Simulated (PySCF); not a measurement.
# F2O2Os (Os(O)2(F)22+): the cost of one run

Computed with PySCF 2.14.0. Level: PBE, Os def2-SVP with ECP60, O def2-SVP, F def2-SVP; scalar-relativistic core potentials, no spin–orbit coupling.

### 1 The starting structure

5 atoms, charge 2, spin multiplicity 1.

Bond lengths: Os1–O2 1.668 Å, Os1–O3 1.668 Å, Os1–F4 1.791 Å, Os1–F5 1.791 Å. Angles: O2–Os1–O3 105.1°, O2–Os1–F4 108.1°, O2–Os1–F5 108.1°, O3–Os1–F4 108.1°, O3–Os1–F5 108.1°, F4–Os1–F5 118.5°.

As a file:

| atom | x (Å) | y (Å) | z (Å) |
| --- | --- | --- | --- |
| Os1 | 0.0000 | 0.0000 | -0.0525 |
| O2 | 0.9361 | 0.9361 | 0.9623 |
| O3 | -0.9361 | -0.9361 | 0.9623 |
| F4 | 1.0883 | -1.0883 | -0.9687 |
| F5 | -1.0883 | 1.0883 | -0.9687 |

Formal oxidation states: Os +8. An earlier session relaxed this geometry at PBE, Os def2-SVP with ECP60, O def2-SVP, F def2-SVP (singlet, point group C2v).

Its energy there is -439.313397 Eh.

### 2 Multiplicity 3 at the relaxed geometry

The input, run.py (the lines that set the calculation):

```python
mol = gto.M(atom='''
Os     0.00000     0.00000    -0.05254
O      0.93612     0.93612     0.96229
O     -0.93612    -0.93612     0.96229
F      1.08829    -1.08829    -0.96867
F     -1.08829     1.08829    -0.96867''',
    basis={'Os': 'def2-SVP', 'O': 'def2-SVP', 'F': 'def2-SVP'},
    ecp={'Os': 'def2-SVP'},
    charge=2, spin=2)
mf = dft.UKS(mol, xc='PBE')
mf.grids.atom_grid = (50, 194)
mf = mf.density_fit()  # fitting sets: Os def2-universal-JKFIT, O def2-universal-JKFIT, F def2-universal-JKFIT
mf.conv_tol = 1e-08; mf.max_cycle = 55
mf.kernel(dm0)  # dm0: free metal ions and neutral atoms
```

Command:

```console
$ OMP_NUM_THREADS=2 python run.py
```

**Question.** How long does this run take on 2 threads of Arm Neoverse V1, shared host?

About 3.3 s.
